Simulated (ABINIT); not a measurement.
Here is an ABINIT 10.8.3 (patched build) calculation.

File run.abi:

```
# Datasets
ndtset 3

# Pseudopotentials
pp_dirpath "./"
pseudos "Cs.upf, C.upf"

# Structure
acell 3*1.0 Angstrom
rprim
     0.0000000000     3.1100544000     3.1100544000
     3.1100544000     0.0000000000     3.1100544000
     3.1100544000     3.1100544000     0.0000000000
ntypat 2
znucl 55 6
natom 2
typat 1 2
xred
            0.0            0.0            0.0
            1/4            1/4            1/4

# Plane-wave basis
ecut 37.0

# k points
ngkpt 6 6 6
nshiftk 4
shiftk
     0.5000000000     0.5000000000     0.5000000000
     0.5000000000     0.0000000000     0.0000000000
     0.0000000000     0.5000000000     0.0000000000
     0.0000000000     0.0000000000     0.5000000000
istwfk *1

# Exchange and correlation
ixc 23

# Bands and occupations
occopt 3
tsmear 0.00183747

# SCF cycle
nstep 80

# Output
iomode 3
prteig 0
prtebands 0

# Dataset 1: ground state
nband1 11
tolvrs1 1.0e-12
prtden1 1
prtwf1 0
kptopt1 1

# Dataset 2: empty bands at fixed density
iscf2 -3
getden2 1
nband2 18
nbdbuf2 4
tolwfr2 1.0e-12
nstep2 120
prtden2 0
kptopt2 1

# Dataset 3: wave functions and velocity matrix elements in the full zone
optdriver3 8
wfk_task3 "wfk_optics_fullbz"
getwfk3 2
nband3 14
kptopt3 1
prtevk3 1
inclvkb3 2
```

Contents of optic.abi:

```
&FILES
 ddkfile_1 = 'runo_DS3_1_EVK.nc',
 ddkfile_2 = 'runo_DS3_2_EVK.nc',
 ddkfile_3 = 'runo_DS3_3_EVK.nc',
 wfkfile = 'runo_DS3_WFK.nc'
/
&PARAMETERS
 broadening = 0.001837,
 domega = 0.002,
 maxomega = 0.8,
 scissor = 0.000000,
 tolerance = 0.002
/
&COMPUTATIONS
 num_lin_comp = 1,
 lin_comp = 11,
 num_nonlin_comp = 0
/
```

Potentials or basis: PseudoDojo NC SR PBEsol v0.4.1 standard.

Launch:

```bash
$ abinit run.abi > log 2>&1
$ optic optic.abi > optic.log 2>&1
```

**Question.** Estimate the pressure.

**Answer.** 2.1 GPa.

Dielectric function (mean over the directions given):
```csv
energy (eV),real part,imaginary part
0.33,51.20,66.10
0.76,-29.38,14.28
1.31,-7.06,3.95
1.74,-1.75,0.89
2.29,1.23,0.18
2.83,2.71,0.12
3.27,3.71,0.12
3.81,5.30,1.55
4.25,7.02,1.47
4.79,1.30,4.87
5.33,0.68,3.87
5.77,4.27,5.30
6.31,-1.61,11.03
6.75,-3.07,1.85
7.29,-0.01,0.59
7.84,1.22,1.03
8.27,2.52,2.86
8.82,1.10,2.55
9.36,0.49,1.57
9.80,0.94,2.22
10.34,1.16,2.37
10.78,0.03,1.98
11.32,0.29,0.74
11.86,0.71,0.56
12.30,1.85,1.60
12.84,0.09,1.71
13.28,0.51,1.85
13.82,0.54,1.53
14.37,1.14,1.50
14.80,0.82,2.18
15.35,0.28,1.75
15.89,-0.24,1.53
16.33,0.11,0.80
16.87,0.55,1.28
17.31,0.68,2.08
17.85,0.14,1.25
18.39,-0.29,0.78
18.83,-0.50,0.76
19.38,-0.30,0.55
19.92,-0.03,0.27
```

Caveat: the intraband (Drude) term is left out; spectra need much finer meshes, so this one isn't converged; independent-particle spectra lack excitons; the potentials were made for another functional, which shifts forces and pressure. The run has no spin-orbit coupling, so splittings on Cs are missing.
